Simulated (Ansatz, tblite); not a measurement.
**Se(CN)2 (C₂N₂Se): a ladder of methods and basis sets**

The task here is to estimate one member of a computed series from the others.

Computed with Ansatz 0.2.0, Gaussian basis. Level: as each input shows.

Levels to be run: GFN1-xTB, GFN2-xTB, PBE-D4/def2-TZVP, r2SCAN-D4/def2-TZVP, BLYP-D4/def2-TZVP, B2PLYP/def2-TZVP, CAM-B3LYP-D4/def2-TZVP, LC-ωPBE/def2-TZVP, BHLYP-D4/def2-TZVP, PBE-QIDH/def2-TZVP, LDA/def2-TZVP, PBE-D4/def2-SVP, PBE0-D4/def2-SVP, HF/STO-3G, HF/6-31G, B3LYP-D4/6-31G, PBE0-D4/def2-TZVPD, PBE-D4/def2-TZVPD, r2SCAN-D4/def2-TZVPD, CCSD(T)/def2-TZVPP, MP2/def2-TZVP, RPA/def2-TZVP.

### The relaxed structure

The singlet was relaxed beforehand with PBE0-D4/def2-SVP.

5 atoms, charge 0, spin multiplicity 1.

Bond lengths: Se1–C2 1.839 Å, Se1–C4 1.839 Å, C2–N3 1.160 Å, C4–N5 1.160 Å. Angles: C2–Se1–C4 96.5°, Se1–C2–N3 175.4°, Se1–C4–N5 175.4°.

PBE0-D4/def2-TZVP was run before; its log isn't repeated, and its numbers join the tables.

The first run:

Tight binding, by tblite at 300 K electronic temperature and without a spin-polarisation term:

```python
tblite.interface.Calculator('GFN1-xTB', numbers, positions, charge=0, uhf=0).singlepoint()
```

Tight binding, by tblite at 300 K electronic temperature and without a spin-polarisation term:

```python
tblite.interface.Calculator('GFN2-xTB', numbers, positions, charge=0, uhf=0).singlepoint()
```

start.molden holds the orbitals of an earlier run on this state, given as this run's starting guess.

Contents of in.yaml:

```yaml
crystal:
  periodic: [false, false, false]
  atoms:
    - {symbol: Se, position_ang: [0.014436, 0.025644, -1.259698]}
    - {symbol: C, position_ang: [1.371542, 0.008322, -0.019269]}
    - {symbol: N, position_ang: [2.288445, -0.000802, 0.691558]}
    - {symbol: C, position_ang: [-1.370739, -0.006892, -0.051008]}
    - {symbol: N, position_ang: [-2.303684, -0.026261, 0.638418]}
basis:
  gaussian: {orbitals: def2-TZVP, initial_orbitals: start.molden}
hamiltonian: {xc: pbe, dispersion: d4}
scf: {omitted_lower_state_checks: [starts]}
output: {orbitals: {seedname: orbitals}}
```

The run is started by

```sh
$ ansatz run in.yaml --threads 4 --pin off --events-out ev --progress --plain --max-ram 3916MiB
```

Among the steps run: PBE-D4/def2-TZVP; r2SCAN-D4/def2-TZVP; BLYP-D4/def2-TZVP; B2PLYP/def2-TZVP; CAM-B3LYP-D4/def2-TZVP; LC-ωPBE/def2-TZVP; BHLYP-D4/def2-TZVP; PBE-QIDH/def2-TZVP; LDA/def2-TZVP; PBE-D4/def2-SVP; PBE0-D4/def2-SVP; HF/STO-3G; HF/6-31G; B3LYP-D4/6-31G; PBE0-D4/def2-TZVPD; PBE-D4/def2-TZVPD; r2SCAN-D4/def2-TZVPD; CCSD(T)/def2-TZVPP; MP2/def2-TZVP; RPA/def2-TZVP.

One of the session's tables, all rows but one given; the rest of the session is left out.

| level | HOMO (eV) | gap (eV) |
| --- | --- | --- |
| HF/STO-3G | -9.10 | 15.18 |
| HF/6-31G | -11.14 | 12.80 |
| LDA/def2-TZVP | -7.65 | 4.20 |
| PBE-D4/def2-SVP | -7.29 | 4.30 |
| PBE-D4/def2-TZVP | -7.44 | 4.23 |
| PBE-D4/def2-TZVPD | -7.45 | 4.22 |
| BLYP-D4/def2-TZVP | -7.27 | 4.18 |
| r2SCAN-D4/def2-TZVP | -7.72 | 4.63 |
| r2SCAN-D4/def2-TZVPD | -7.72 | 4.62 |
| B3LYP-D4/6-31G | -8.19 | 6.05 |
| PBE0-D4/def2-SVP | -8.53 | 6.44 |
| PBE0-D4/def2-TZVP | -8.61 | 6.35 |
| PBE0-D4/def2-TZVPD | -8.62 | 6.33 |
| BHLYP-D4/def2-TZVP | ? | ? |
| CAM-B3LYP-D4/def2-TZVP | -9.88 | 8.76 |
| LC-ωPBE/def2-TZVP | -11.21 | 11.33 |

**Question.** Estimate the row for BHLYP-D4/def2-TZVP.

As computed: HOMO (eV): -9.64; gap (eV): 8.41. In the column «HOMO (eV)» it lies between CAM-B3LYP-D4/def2-TZVP (-9.88) and HF/STO-3G (-9.10).
